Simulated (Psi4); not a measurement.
**AlHBrO (SMILES [OH][Al][Br]) at U-wB97M-V/def2-SVPD**

Aim: the vertical ionisation energy of AlHBrO at U-wB97M-V/def2-SVPD, from 2 runs. 

The calculation is run with Psi4 1.11.

1 further run of the same task is left out (set aside as unsound or not needed).

## (1) Starting point

The species is AlHBrO (4 atoms), meant as a doublet with charge 0. SMILES: `[OH][Al][Br]`. Geometry: relaxed at PBE0-D4/def2-TZVP.

Bond lengths: O1–Al2 1.695 Å, Al2–Br3 2.270 Å, O1–H4 0.957 Å. Angles: O1–Al2–Br3 116.9°, Al2–O1–H4 123.5°.

## (2) The energy at U-wB97M-V/def2-SVPD

Contents of albrho.json:

```json
{
 "schema_name": "qcschema_input",
 "schema_version": 1,
 "molecule": {
  "schema_name": "qcschema_molecule",
  "schema_version": 2,
  "symbols": ["O", "Al", "Br", "H"],
  "geometry": [-0.78971655, 1.05484512, -1.37779932, -0.19029542, -0.40629112, 1.40784596, 3.28982421, -2.90961131, 1.57981104, -2.20474347, 2.14748477, -1.64821913],
  "molecular_charge": 0,
  "molecular_multiplicity": 2,
  "fix_symmetry": "c1",
  "fix_com": true,
  "fix_orientation": true
 },
 "driver": "energy",
 "model": {
  "method": "wb97m-v",
  "basis": "def2-SVPD"
 },
 "keywords": {
  "reference": "uks",
  "puream": true,
  "e_convergence": 1e-09,
  "d_convergence": 1e-08,
  "scf_type": "pk",
  "dft_radial_points": 99,
  "dft_spherical_points": 590,
  "maxiter": 200
 }
}
```

Run with:

```
$ psi4 --qcschema albrho.json -n 1 --memory 1600MB
```

stdout:

```text
[...]
  Running in c1 symmetry.
[...]
  Nuclear repulsion =  193.839925087213942
[...]
  Multiplicity = 2
[...]
  Nalpha       = 29
  Nbeta        = 28
[...]
    Number of basis functions: 96
[...]
   @UKS iter   1: -2891.42727310748023   -1.63862e+00   1.51278e-02 ADIIS/DIIS
[...]
   @UKS iter  13: -2891.87898970010156   -1.18234e-11   5.18710e-09 DIIS
[...]
   @S^2 Observed:                7.514033601E-01
[...]
    Orbital Energies [Eh]
    ---------------------
    Alpha Occupied:
       1A   -483.444169     2A    -62.776715     3A    -56.481006
       4A    -56.479415     5A    -56.479246     6A    -56.353522
       7A    -19.355890     8A     -8.883819     9A     -6.669756
      10A     -6.663751    11A     -6.663043    12A     -4.338554
      13A     -2.856288    14A     -2.855800    15A     -2.852326
      16A     -2.751604    17A     -2.749998    18A     -2.749448
      19A     -2.744805    20A     -2.744796    21A     -1.110518
      22A     -0.887137    23A     -0.634688    24A     -0.498251
      25A     -0.473895    26A     -0.457980    27A     -0.402024
      28A     -0.401375    29A     -0.295861
    Alpha Virtual:
[...]
  @UKS Final Energy: -2891.87898970010156
   => Energetics <=
    Nuclear Repulsion Energy =            193.8399250872139419
    One-Electron Energy =               -4409.8146988561902617
    Two-Electron Energy =                1417.5948301140556396
    DFT Exchange-Correlation Energy =     -93.7372479461297843
    Empirical Dispersion Energy =           0.0000000000000000
    VV10 Nonlocal Energy =                  0.2382019009481185
    Total Energy =                      -2891.8789897001015561
[...]
 Multipole Moments:
 ------------------------------------------------------------------------------------
     Multipole            Electronic (a.u.)      Nuclear  (a.u.)        Total (a.u.)
 ------------------------------------------------------------------------------------
 L = 1.  Multiply by 2.5417464519 to convert [e a0] to [Debye]
 Dipole X            :       -105.0788094          104.1475310           -0.9312784
 Dipole Y            :         97.0786877          -96.5319347            0.5467530
 Dipole Z            :        -60.6414115           60.9247702            0.2833587
 Magnitude           :                                                    1.1164723
[...]
```

The result, in JSON:

```text
{
 "driver": "energy",
 "model": {
  "method": "wb97m-v",
  "basis": "def2-SVPD"
 },
 "success": true,
 "return_result": -2891.8789897001016,
 "properties": {
  "calcinfo_nbasis": 96,
  "calcinfo_nmo": 96,
  "calcinfo_nalpha": 29,
  "calcinfo_nbeta": 28,
  "calcinfo_natom": 4,
  "nuclear_repulsion_energy": 193.83992508721394,
  "return_energy": -2891.8789897001016,
  "scf_one_electron_energy": -4409.81469885619,
  "scf_two_electron_energy": 1417.5948301140556,
  "scf_vv10_energy": 0.2382019009481185,
  "scf_xc_energy": -93.73724794612978,
  "scf_dipole_moment": [-0.9312784174783246, 0.5467530111039594, 0.2833586802101067],
  "scf_total_energy": -2891.8789897001016,
  "scf_iterations": 13
 }
}
```

Run time: 54 s. Hardware: 1 thread of Intel Xeon Platinum 8488C (Sapphire Rapids), shared host; peak memory 0.88 GiB.

## (3) The singlet cation, same level

Contents of albrho.xyz:

```xyz
4
AlBrHO
O     -0.417900     0.558200    -0.729100
Al    -0.100700    -0.215000     0.745000
Br     1.740900    -1.539700     0.836000
H     -1.166700     1.136400    -0.872200
```

Contents of albrho.py:

```python
import psi4

psi4.set_memory('1600 MB')
psi4.set_num_threads(1)
psi4.set_output_file('albrho.out', False)

with open('albrho.xyz') as f:
    atoms = ''.join(f.readlines()[2:])
mol = psi4.geometry('1 1\n' + atoms + 'symmetry c1\nno_reorient\nno_com')

psi4.set_options({
    'basis': 'def2-SVPD',
    'puream': True,
    'e_convergence': 1e-09,
    'd_convergence': 1e-08,
    'scf_type': 'pk',
    'dft_radial_points': 99,
    'dft_spherical_points': 590,
})

result, w = psi4.energy("wb97m-v", return_wfn=True)
print(f'total energy {result:.8f} hartree = {result * 27.211386:.5f} eV')
```

Run with:

```
$ python albrho.py
```

albrho.out:

```text
[...]
  Running in c1 symmetry.
[...]
  Nuclear repulsion =  193.839924876928876
[...]
  Multiplicity = 1
[...]
  Nalpha       = 28
  Nbeta        = 28
[...]
    Number of basis functions: 96
[...]
   @RKS iter   1: -2891.10208034598554   -1.31343e+00   1.49618e-02 DIIS/ADIIS
[...]
   @RKS iter  14: -2891.57188742511789   -6.82121e-12   5.67186e-09 DIIS
[...]
    Orbital Energies [Eh]
    ---------------------
    Doubly Occupied:
       1A   -483.671664     2A    -63.003270     3A    -56.708313
       4A    -56.705485     5A    -56.705355     6A    -56.655382
       7A    -19.587793     8A     -9.109565     9A     -6.898594
      10A     -6.887547    11A     -6.887096    12A     -4.634327
      13A     -3.152268    14A     -3.152263    15A     -3.146332
      16A     -2.979542    17A     -2.976591    18A     -2.976277
      19A     -2.967663    20A     -2.967657    21A     -1.331208
      22A     -1.100904    23A     -0.853404    24A     -0.710233
      25A     -0.680473    26A     -0.676171    27A     -0.608219
      28A     -0.606718
[...]
  @RKS Final Energy: -2891.57188742511789
   => Energetics <=
    Nuclear Repulsion Energy =            193.8399248769288761
    One-Electron Energy =               -4396.3118830414523472
    Two-Electron Energy =                1404.2728339199077254
    DFT Exchange-Correlation Energy =     -93.6085794180600885
    Empirical Dispersion Energy =           0.0000000000000000
    VV10 Nonlocal Energy =                  0.2358162375573504
    Total Energy =                      -2891.5718874251183479
[...]
 Multipole Moments:
 ------------------------------------------------------------------------------------
     Multipole            Electronic (a.u.)      Nuclear  (a.u.)        Total (a.u.)
 ------------------------------------------------------------------------------------
 L = 1.  Multiply by 2.5417464519 to convert [e a0] to [Debye]
 Dipole X            :       -104.8928334          104.1475311           -0.7453023
 Dipole Y            :         96.2936353          -96.5319348           -0.2382995
 Dipole Z            :        -58.9257319           60.9247703            1.9990384
 Magnitude           :                                                    2.1467223
[...]
```

The script printed:

```text
total energy -2891.57188743 hartree = -78683.67878 eV
```

It took 53 s on 1 thread of Intel Xeon Platinum 8488C (Sapphire Rapids), shared host; peak memory 0.88 GiB.

## (4) Results

Level: U-wB97M-V/def2-SVPD.

```
                                          quantity           value
                      doublet AlHBrO: total energy  -2891.87899 Eh
                     doublet AlHBrO: dipole moment          2.84 D
doublet AlHBrO: HOMO energy (highest over α and β)        -8.05 eV
 doublet AlHBrO: LUMO energy (lowest over α and β)        -1.71 eV
                              doublet AlHBrO: ⟨S²⟩           0.751
                      singlet cation: total energy  -2891.57189 Eh
                       singlet cation: HOMO energy       -16.51 eV
                       singlet cation: LUMO energy        -8.64 eV
                     singlet cation: HOMO–LUMO gap         7.87 eV
vertical ionisation energy (to the singlet cation)        8.357 eV
```

In words: The vertical ionisation energy comes to 8.36 eV (193 kcal/mol). Only the singlet of the ionised species was computed; a triplet could lie lower.
